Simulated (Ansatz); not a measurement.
# CH5GaN2: how energies converge with the basis set

How large a basis does CH5GaN2 need? Two functionals are run in growing sets.

Computed with Ansatz 0.2.0, Gaussian basis. Level: one geometry, several basis sets.

The runs, in order: PBE0-D4/def2-SVP; ωB97M-V/def2-SVP; PBE0-D4/def2-QZVPP; ωB97M-V/def2-QZVPP; the functionals' def2-TZVPP values are taken from earlier runs.

### Step 1. The geometry

An earlier PBE0-D4 in a triple-zeta def2 set relaxation fixed the geometry.

9 atoms, charge 0, spin multiplicity 1.

Atoms are counted from 1 here; the program's logs count them from 0.

Bond lengths: N1–C2 1.280 Å, N1–H5 1.015 Å, C2–N3 1.366 Å, C2–Ga4 1.994 Å, N3–H6 1.003 Å, N3–H7 1.010 Å, Ga4–H8 1.568 Å, Ga4–H9 1.573 Å. Angles: C2–N1–H5 111.3°, N1–C2–N3 119.2°, N1–C2–Ga4 122.5°, N3–C2–Ga4 118.3°, C2–N3–H6 120.0°, C2–N3–H7 117.2°, H6–N3–H7 117.2°, C2–Ga4–H8 115.4°, C2–Ga4–H9 122.0°, H8–Ga4–H9 122.6°.

Geometry (Å):

```xyz
9
charge 0, multiplicity 1
N    -0.2359    0.5058   -1.5983
C     0.1473    0.2507   -0.4039
N     1.2930    0.8271    0.0656
Ga   -0.8355   -1.0071    0.7905
H    -1.0681   -0.0231   -1.8392
H     1.4747    0.8509    1.0515
H     1.7074    1.5559   -0.4973
H    -2.0487   -1.7513    0.1330
H    -0.4341   -1.2090    2.2981
```

### Step 2. PBE0-D4 in def2-SVP

Contents of in.yaml:

```yaml
crystal:
  periodic: [false, false, false]
  atoms:
    - {symbol: N, position_ang: [-0.235928, 0.505839, -1.598320]}
    - {symbol: C, position_ang: [0.147277, 0.250745, -0.403873]}
    - {symbol: N, position_ang: [1.293008, 0.827068, 0.065600]}
    - {symbol: Ga, position_ang: [-0.835516, -1.007111, 0.790513]}
    - {symbol: H, position_ang: [-1.068100, -0.023119, -1.839167]}
    - {symbol: H, position_ang: [1.474722, 0.850863, 1.051459]}
    - {symbol: H, position_ang: [1.707381, 1.555924, -0.497281]}
    - {symbol: H, position_ang: [-2.048735, -1.751252, 0.132980]}
    - {symbol: H, position_ang: [-0.434120, -1.208958, 2.298087]}
basis:
  gaussian: {orbitals: def2-SVP}
hamiltonian: {xc: pbe0, dispersion: d4}
output: {orbitals: {seedname: orbitals}}
```

The run is started by

```
ansatz run in.yaml --threads 2 --pin off --events-out ev --progress --plain --max-ram 4352MiB
```

The runs that follow: ωB97M-V in def2-SVP; PBE0-D4 in def2-QZVPP; ωB97M-V in def2-QZVPP.

Before running them: what should the planned runs give, taken together? Wanted: PBE0-D4: double and triple zeta above quadruple; ωB97M-V: double and triple zeta above quadruple.

As calculated:

| quantity | value |
| --- | --- |
| PBE0-D4: double and triple zeta above quadruple | 12.90, 1.43 eV |
| ωB97M-V: double and triple zeta above quadruple | 13.03, 1.39 eV |

PBE0-D4 gains 11.47 eV from double to triple zeta, then 1.43 eV more. Total energies overstate the basis error of differences, where much of it tends to cancel.
